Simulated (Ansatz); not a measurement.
**CH₃BClNOS: how energies converge with the basis set**

An exercise on one series of results from a longer session: the logs are not shown, and one member is left open.

Computed with Ansatz 0.2.0, Gaussian basis. Level: one geometry, several basis sets.

Levels to be run: PBE0-D4/def2-SVP; ωB97M-V/def2-SVP; PBE0-D4/def2-QZVPP; ωB97M-V/def2-QZVPP; the functionals' def2-TZVPP values are taken from earlier runs.

### Structure used throughout

An earlier PBE0-D4 in a triple-zeta def2 set relaxation fixed the geometry.

SMILES `NB(Cl)OC=S`, 9 atoms, charge 0, spin multiplicity 1.

Atoms are counted from 1 here; the program's logs count them from 0.

Bond lengths: N1–B2 1.385 Å, N1–H7 1.004 Å, N1–H8 1.006 Å, B2–Cl3 1.769 Å, B2–O4 1.387 Å, O4–C5 1.335 Å, C5–S6 1.605 Å, C5–H9 1.091 Å. Angles: B2–N1–H7 122.9°, B2–N1–H8 121.6°, H7–N1–H8 115.5°, N1–B2–Cl3 120.7°, N1–B2–O4 117.4°, Cl3–B2–O4 121.9°, B2–O4–C5 125.9°, O4–C5–S6 123.4°, O4–C5–H9 113.8°, S6–C5–H9 122.9°.

Set-up of the first run:

in.yaml

```yaml
crystal:
  periodic: [false, false, false]
  atoms:
    - {symbol: N, position_ang: [0.272686, -1.739713, -0.551249]}
    - {symbol: B, position_ang: [0.102579, -0.595129, 0.209713]}
    - {symbol: Cl, position_ang: [0.130659, -0.674245, 1.976276]}
    - {symbol: O, position_ang: [-0.088283, 0.599425, -0.468107]}
    - {symbol: C, position_ang: [-0.267425, 1.797534, 0.091656]}
    - {symbol: S, position_ang: [-0.484418, 3.144501, -0.754548]}
    - {symbol: H, position_ang: [0.416450, -2.646719, -0.146630]}
    - {symbol: H, position_ang: [0.259316, -1.711469, -1.556465]}
    - {symbol: H, position_ang: [-0.253062, 1.779516, 1.182354]}
basis:
  gaussian: {orbitals: def2-SVP}
hamiltonian: {xc: pbe0, dispersion: d4}
output: {orbitals: {seedname: orbitals}}
```

The run is started by

```bash
$ ansatz run in.yaml --threads 4 --pin off --events-out ev --progress --plain --max-ram 10444MiB
```

Among the steps run: PBE0-D4 in def2-SVP; ωB97M-V in def2-SVP; PBE0-D4 in def2-QZVPP; ωB97M-V in def2-QZVPP.

One table of the session follows, with a row left open; its other results are not shown here.

| functional | basis | HOMO (eV) |
| --- | --- | --- |
| PBE0-D4 | def2-SVP | -6.51 |
| PBE0-D4 | def2-TZVPP | -6.72 |
| PBE0-D4 | def2-QZVPP | -6.76 |
| ωB97M-V | def2-SVP | -8.70 |
| ωB97M-V | def2-TZVPP | -8.94 |
| ωB97M-V | def2-QZVPP | ? |

**Question.** Estimate the row for ωB97M-V, def2-QZVPP.

As computed: HOMO (eV): -9.00. In the column «HOMO (eV)» it is the lowest.
